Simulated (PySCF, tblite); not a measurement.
# C2H12OSi3, a small molecule taken as a stand-in for a surface group (C site with back bonds [SiH3], [SiH3], C[SiH3]): NMR shifts, core binding energies and electronic excitations

What NMR shifts, core binding energies and electronic excitations should one expect for `OC([SiH3])([SiH3])C[SiH3]`?

Programs: tblite 0.8.0 and PySCF 2.14.0. All values are calculated, for the isolated system unless a continuum is named. Atoms count from 0, parts from 1.

### 1 The system as given

18 atoms, charge 0, multiplicity 1; geometry: distance geometry start.

### 2 Relaxing the cluster with GFN2-xTB

What the job is given:

```
{"job": {"kind": "relax", "xc": "GFN2-xTB", "basis": "xTB"}, "charge": 0, "multiplicity": 1}
C      1.205295    -0.358647     0.962172
Si     1.061361     1.260928     1.865239
Si     0.216120    -1.617010     1.885730
C      0.666766    -0.250588    -0.404308
Si     1.726946     0.686962    -1.587914
O      2.540187    -0.791534     0.985835
H      2.003198     2.167536     1.362307
H     -0.249488     1.775868     1.681013
H      1.300702     1.049784     3.239338
H     -0.198489    -2.620125     0.995238
H     -0.922572    -0.971976     2.444985
H      1.030632    -2.182473     2.920485
H      0.532622    -1.195621    -0.771873
H     -0.260504     0.212321    -0.323599
H      0.907768     1.169608    -2.634258
H      2.711490    -0.177110    -2.114641
H      2.324644     1.782731    -0.907063
H      2.930807    -1.471938     0.400528
```

Level: GFN2-xTB geometry optimisation, gas phase.

On the command line:

```sh
$ OMP_NUM_THREADS=1 python cluster_run.py task.json out
```

This one command runs all jobs of the session in turn.

**Question.** The jobs that follow are: PBE0-D3(BJ)/def2-SVP geometry optimisation, gas phase; GIAO PBE0/pcSseg-1 NMR shielding, non-relativistic, gas phase; delta-SCF UKS SCAN, pcX-2 on the ionised atom, pcseg-1 elsewhere, spin-free X2C; TDDFT CAM-B3LYP/def2-SVPD, vertical, gas phase, core orbitals frozen in the response. Predict: point group; rotational constants (main isotopes); $^{13}$C shifts against TMS (PBE0/pcSseg-1); $^{1}$H shifts against TMS (PBE0/pcSseg-1); $^{29}$Si shifts against TMS (PBE0/pcSseg-1); $^{17}$O shifts against H2O (PBE0/pcSseg-1); C1s binding energies, SCAN/pcX-2; Si2p binding energies, SCAN/pcX-2 (standing for 2 of 3 atoms); O1s binding energies, SCAN/pcX-2; lowest singlet (CAM-B3LYP/def2-SVPD); brightest single state of those computed; lowest triplet; vertical ionisation energy (ΔSCF).

As calculated:

| quantity | value |
| --- | --- |
| point group | C1 |
| rotational constants (main isotopes) | 2.29, 1.21, 0.98 GHz |
| $^{13}$C shifts against TMS (PBE0/pcSseg-1) | 53.1, 20.9 ppm |
| $^{1}$H shifts against TMS (PBE0/pcSseg-1) | 4.35, 4.23, 4.22, 4.07, 4.06, 3.89, 3.74, 3.72, 3.61, 1.40, 1.28, 0.23 ppm |
| $^{29}$Si shifts against TMS (PBE0/pcSseg-1) | -51.8, -60.7, -74.2 ppm |
| $^{17}$O shifts against H2O (PBE0/pcSseg-1) | 63.3 ppm |
| C1s binding energies, SCAN/pcX-2 | C0 291.31, C3 290.41 eV |
| Si2p binding energies, SCAN/pcX-2 (standing for 2 of 3 atoms) | Si2 106.88, Si1 106.81 eV |
| O1s binding energies, SCAN/pcX-2 | O5 538.59 eV |
| lowest singlet (CAM-B3LYP/def2-SVPD) | 6.42 eV (193 nm), f = 0.004 |
| brightest single state of those computed | state 5, 7.58 eV, f = 0.179 |
| lowest triplet | 6.10 eV |
| vertical ionisation energy (ΔSCF) | 9.44 eV |

**Reading.** The start of the PBE0/def2-SVP relaxation was shaken at random by about 0.01 Å, so part of the energy gained, and of the first lengths quoted, undoes that. Relaxing lowered the energy by 0.196 eV in 5 steps; the close pair that moved most is Si1–H7, from 1.450 to 1.496 Å (PBE0/def2-SVP). Hydrogens of an XH3 group are listed apart at this fixed geometry; free rotation makes them one line at their mean. At PBE0/pcSseg-1: The widest tensor belongs to Si2: span 119 ppm, with a paramagnetic part of -477 ppm. At SCAN/pcX-2: The C1s levels kept as sound span 0.90 eV, from C3 (carbon bonded to C, Si, 2 H) up to C0 (carbon bonded to C, O, 2 Si). At SCAN/pcX-2: the Si2p levels computed lie within 0.06 eV of one another, too close to rank. Only 2 of the 3 Si atoms are covered by sound results. The first singlet state (HOMO→LUMO 0.82) lies at 6.42 eV and is weak; of the 6 states computed, the strongest absorption comes from state 5 at 7.58 eV (the last state computed absorbs too, and its partners may lie past the list). The lowest triplet lies 0.33 eV below the lowest singlet (triplets in Tamm-Dancoff, singlets in full TDDFT). ΔSCF puts the ionisation energy at 9.44 eV, 0.54 eV above −ε(HOMO). A capped cluster stands for the solid here, so long-range fields and strain are missing, and bands or shifts of the capping hydrogens have no counterpart in it.
